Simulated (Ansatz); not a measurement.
# Strontium, bcc under r²SCAN: ground state and equation of state

What does r²SCAN give for strontium in the bcc structure? We relax it, solve it on a dense k-mesh, switch on spin-orbit coupling, then scale the cell to 7 volumes from 88 to 112 % of the relaxed one and try a fit of the equation of state. The k-meshes are 9×9×9 for the relaxation; 15×15×15 for the dense run; 9×9×9 for spin-orbit coupling; 10×10×10 for the volumes.

This is Sr in the bcc structure; at room conditions it is fcc.

Method: DFT r2SCAN, plane waves (500 eV) with PAW, scalar-relativistic; PAW files made under PBE, frozen cores solved again for the functional, in Ansatz 0.2.0.

**1. The starting structure**

The structure is cubic, space group Im-3m (No. 229). The conventional cell has a = 4.829 Å, b = 4.829 Å, c = 4.829 Å, α = 90.00°, β = 90.00°, γ = 90.00°. Sr (site symmetry m-3m) has 8 Sr at 4.18 Å as nearest neighbours.

Coordinates:

```
Sr
1.0
    -2.41471    2.41471    2.41471
     2.41471   -2.41471    2.41471
     2.41471    2.41471   -2.41471
Sr
1
Direct
  0.00000 0.00000 0.00000
```

**2. Relaxation of the cell**

Contents of input.yaml:

```yaml
crystal:
  lattice:
    - [-2.4147147952, 2.4147147952, 2.4147147952]
    - [2.4147147952, -2.4147147952, 2.4147147952]
    - [2.4147147952, 2.4147147952, -2.4147147952]
  atoms:
    - { symbol: Sr, position: [0.0, 0.0, 0.0] }
hamiltonian:
  xc: r2scan
  pseudopotentials:
    kind: paw
    azcp:
      Sr: "pseudopotentials/Sr.paw.azcp"
basis:
  ecutwfc: 500
  fft_grid_basis: typed
kpoints:
  mp_grid: { grid: [9, 9, 9], shift: [0, 0, 0] }
magnetization:
  spin_polarized: false
scf:
  occupations: { method: fermi_dirac, width: 0.1 }
relax:
  max_steps: 60
  f_tol: 0.01
  cell: {}
output:
  write_density: true
  write_potential: true
  elf: true
  volumetric_format: npy
```

Run with:

```
$ ansatz run input.yaml --threads 1 --pin off --max-ram 3584MiB --backend cpu --events-out ev --progress --plain --runs-dir out
```

After this run come: Dense single point; With spin-orbit coupling; At 88 % of the relaxed volume; At 92 % of the relaxed volume; At 96 % of the relaxed volume; At 100 % of the relaxed volume; At 104 % of the relaxed volume; At 108 % of the relaxed volume; At 112 % of the relaxed volume.

Before running it: what results should come out? Wanted: space group; conventional cell; volume; shortest distance; gap on the mesh; relative to fcc; V₀, B₀, B₀′.

**Answer**, as computed:

```
                      quantity                          value
space group (spins left aside)                Im-3m (No. 229)
             conventional cell                    a = 4.829 Å
                        volume                 56.319 Å³/atom
             shortest distance                        4.182 Å
               gap on the mesh   none (levels filled in part)
               relative to fcc                   +11 meV/atom
                   V₀, B₀, B₀′  55.900 Å³/atom, 10.7 GPa, 3.1
```

The relaxation shrank the cell by 0.0 % in volume. Against the reference form of strontium (fcc, computed apart with the same settings) it stands 11 meV/atom higher. No gap shows: it is a metal or semimetal at this level. Totals with and without spin-orbit coupling (+4.4 eV/atom apart) can't be read as binding, since the two-component data shift the zero of energy. B₀ comes out at 10.7 GPa, a soft solid. Relaxation kept the symmetry; phonons were not checked.
